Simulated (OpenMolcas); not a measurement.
**Zr³⁺ among point charges: CASSCF and CASPT2 levels and susceptibility**

Aim: the splitting of the states of Zr³⁺ in the field of 6 point charges, its lowest levels with spin-orbit coupling and its magnetic susceptibility.

The numbers are computed with OpenMolcas 26.06 (state-averaged CASSCF and CASPT2, spin-orbit coupling by RASSI with atomic mean-field integrals), except any that are marked as measured or tabulated.

## (1) Starting point

| Item | Value |
| --- | --- |
| Species | Zr³⁺ (zirconium, Z = 40, 37 electrons) |
| Basis | ANO-RCC-VDZP [6s5p3d1f], 43 functions |
| Scalar Hamiltonian | DKH2, point nucleus |
| Inactive shells | 1s 2s 2p 3s 3p 3d 4s 4p |
| Active space | 1 electron in 5 orbitals (4d) |
| Some configurations of this space | 4d |
| Orbitals | optimised for each spin and parity, averaged over all roots |

Outer shells as boxes (Hund's rule):

4d
```
4d [↑ ][  ][  ][  ][  ]
```

The ion sits among 6 point charges of -1.1 e arranged as an octahedron (Oh), 2 Å from the ion.

Each step is its own input file, run in one work folder so that later steps find the files of earlier ones. Labels, J, g values, rates, χT and fits are worked out afterwards by a script from the matrices that RASSI stores. The input lists half of the charges; inversion (Group=XYZ) makes the rest.

## (2) Basis and integrals

File a.inp:

```
&GATEWAY
Coord
1

Zr 0.0 0.0 0.0
Basis=ANO-RCC-VDZP
Group=XYZ
NoMove
AngMom=0.0 0.0 0.0
AMFI
XField
3 Angstrom 0
2.000000 0.000000 0.000000 -1.100000
0.000000 2.000000 0.000000 -1.100000
0.000000 0.000000 2.000000 -1.100000
&SEWARD
```

Command:

```sh
OMP_NUM_THREADS=1 MOLCAS_MEM=1689 MOLCAS_PROJECT=a pymolcas a.inp > a.log
```

## (3) Reference wave functions, doublets of even parity, 5 roots

File a.inp:

```
&RASSCF
FileOrb=start.orb
Symmetry=1
Spin=2
nActEl=1 0 0
Inactive=9 9
Ras2=5 0
CIRoot=5 5 1
SDav=5
CIMx=300
Iter=120 100
PrWF=0.3
OrbListing=Nothing
MaxOrb=0
>>> COPY $Project.JobIph JOB001
```

start.orb holds the contracted functions of the basis, ordered by shell, or the orbitals of the step before.

## (4) RASSI: spin-orbit coupling between the states

File a.inp:

```
&RASSI
NrOfJobIphs=1 5
1 2 3 4 5
IphNames
JOB001
EJob
SpinOrbit
DIPRint=1.0
SOCoupling=1000.0
Subsets=2
Property=9
'ANGMOM' 1 'ANGMOM' 2 'ANGMOM' 3 'MLTPL  1' 1 'MLTPL  1' 2 'MLTPL  1' 3
'AMFI' 1 'AMFI' 2 'AMFI' 3
SOProperty=3
'ANGMOM' 1 'ANGMOM' 2 'ANGMOM' 3
```

## (5) CASPT2: IPEA 0.25, imaginary shift 0.1 (closed shells correlated: 4s 4p)

File a.inp:

```
>>> COPY JOB001 $Project.JobIph
&CASPT2
Multistate=5 1 2 3 4 5
NoMult
Frozen=8 6
IPEA=0.25
Imaginary=0.1
MaxIter=60
WThr=0.0 0.3 0.05
PrWF=0.5
NoMix
```

(Steps that only read results are left out.)

Before running it: what results should come out? Wanted: spin-free ground state; first state of the same spin within the active space; lowest level; next level.

The runs gave:

| quantity | value |
| --- | --- |
| method | SS-CASPT2, IPEA 0.25, imaginary shift 0.1 (closed shells correlated: 4s 4p) |
| spin-free ground state | 2T2, 3-fold in its orbital part |
| first state of the same spin within the active space | 2E at 14000 cm⁻¹ |
| lowest level | 4-fold Γ8 |
| next level | 671.6 cm⁻¹ |
| χT at 300 K | 0.23 cm³ K/mol |
| effective moment at 300 K | 1.35 μB |

Cost by method:

| method | time of its own steps | time with the reference |
| --- | --- | --- |
| A. CASSCF | 1.5 s | 1.5 s |
| B. SS-CASPT2, IPEA 0.25, imaginary shift 0.1, +4s 4p | 0.41 s | 1.9 s |

Times are of one thread on a shared host.

The spin-free ground state (2T2) comes to 100 % from free-ion D terms and keeps the highest spin of the shell. χT at 300 K is 0.23, against 0.38 cm³ K/mol for the spin alone, so orbital moment lowers it. A ligand-field fit to the states below 45000 cm-1 gives 10Dq = 14037 cm-1, the gap between the two states. The field of point charges can differ much from that of real complexes. Point charges carry no covalency, so the field is a model and not that of real ligands.
